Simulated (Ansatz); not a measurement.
**CH3FO2Si: up Jacob's ladder to CCSD(T)**

One table from this session's results is given with a row withheld; the runs are named, their logs left out.

Computed with Ansatz 0.2.0, Gaussian basis. Level: functionals in def2-TZVPP, the program's frozen cores in correlated methods.

Plan: LDA (SPW92), PBE-D4, revPBE-D4, BLYP-D4, r2SCAN-D4, B97M-V, PBE0-D4, B3LYP-D4, r2SCANh-D4, r2SCAN0-D4, HSE06-D4, BHLYP-D4, CAM-B3LYP-D4, LC-ωPBE, ωB97X-V, ωB97M-V, B2PLYP, PBE-QIDH; CCSD(T)/def2-SVP; CCSD(T)/def2-TZVPP; MP2/def2-QZVPP; extrapolation to the limit; RPA on PBE.

**The geometry**

The geometry comes from an earlier relaxation with PBE0-D4 in a triple-zeta def2 set; it is a stationary point, not always the lowest conformer.

SMILES `FC1O[SiH2]O1`, 8 atoms, charge 0, spin multiplicity 1.

Atoms are counted from 1 here; the program's logs count them from 0.

Bond lengths: F1–C2 1.349 Å, C2–O3 1.403 Å, C2–O5 1.403 Å, C2–H6 1.093 Å, O3–Si4 1.673 Å, Si4–O5 1.673 Å, Si4–H7 1.479 Å, Si4–H8 1.478 Å. Angles: F1–C2–O3 110.4°, F1–C2–O5 110.4°, F1–C2–H6 107.9°, O3–C2–O5 102.3°, O3–C2–H6 112.9°, O5–C2–H6 112.9°, C2–O3–Si4 88.1°, O3–Si4–O5 81.5°, O3–Si4–H7 116.2°, O3–Si4–H8 114.6°, O5–Si4–H7 116.2°, O5–Si4–H8 114.6°, H7–Si4–H8 111.0°, C2–O5–Si4 88.1°.

As a file:

```
F    -0.6858    0.8517    1.7856
C     0.0210    0.8310    0.6367
O     0.8887   -0.2710    0.6149
Si    0.0391   -0.8429   -0.7081
O    -0.8226    0.5683   -0.4529
H     0.5450    1.7862    0.5478
H    -0.7038   -2.1067   -0.5110
H     0.8105   -0.8739   -1.9688
```

Set-up of the first run:

Contents of in.yaml:

```yaml
crystal:
  periodic: [false, false, false]
  atoms:
    - {symbol: F, position_ang: [-0.685769, 0.851683, 1.785584]}
    - {symbol: C, position_ang: [0.021014, 0.831039, 0.636698]}
    - {symbol: O, position_ang: [0.888663, -0.271045, 0.614909]}
    - {symbol: Si, position_ang: [0.039073, -0.842874, -0.708073]}
    - {symbol: O, position_ang: [-0.822597, 0.568329, -0.452887]}
    - {symbol: H, position_ang: [0.544995, 1.786229, 0.547804]}
    - {symbol: H, position_ang: [-0.703791, -2.106659, -0.510979]}
    - {symbol: H, position_ang: [0.810510, -0.873901, -1.968757]}
basis:
  gaussian: {orbitals: def2-TZVPP}
hamiltonian: {xc: lda}
output: {orbitals: {seedname: orbitals}}
```

On the command line:

```sh
> ansatz run in.yaml --threads 2 --pin off --events-out ev --progress --plain --max-ram 4352MiB
```

Steps of the session up to this table: LDA; PBE-D4 (GGA); revPBE-D4 (GGA); BLYP-D4 (GGA); r2SCAN-D4 (meta-GGA); B97M-V (meta-GGA); B3LYP-D4 (hybrid); r2SCANh-D4 (hybrid); r2SCAN0-D4 (hybrid); HSE06-D4 (hybrid); BHLYP-D4 (hybrid); CAM-B3LYP-D4 (range-separated); LC-ωPBE (range-separated); ωB97X-V (range-separated); ωB97M-V (range-separated); B2PLYP (double hybrid); PBE-QIDH (double hybrid).

One of the session's tables, all rows but one given; the rest of the session is left out.

It belongs to the step «Frontier levels by functional». 

```
  functional  HOMO (eV)  gap (eV)
 LDA (SPW92)      -7.75      5.71
      PBE-D4      -7.64      5.89
   revPBE-D4      -7.59      5.96
     BLYP-D4      -7.58      5.93
   r2SCAN-D4      -8.00      6.64
      B97M-V      -8.12      6.55
     PBE0-D4      -9.16      8.31
    B3LYP-D4      -8.96      7.86
  r2SCANh-D4      -8.56      7.51
  r2SCAN0-D4      -9.41      8.81
    HSE06-D4          ?         ?
    BHLYP-D4     -10.65     10.69
CAM-B3LYP-D4     -10.62     10.77
     LC-ωPBE     -11.93     13.33
     ωB97X-V     -11.60     12.86
     ωB97M-V     -11.47     12.41
```

**Question.** Estimate the row for HSE06-D4.

As computed: HOMO (eV): -8.75; gap (eV): 7.53. In the column «HOMO (eV)» it lies between B3LYP-D4 (-8.96) and r2SCANh-D4 (-8.56).
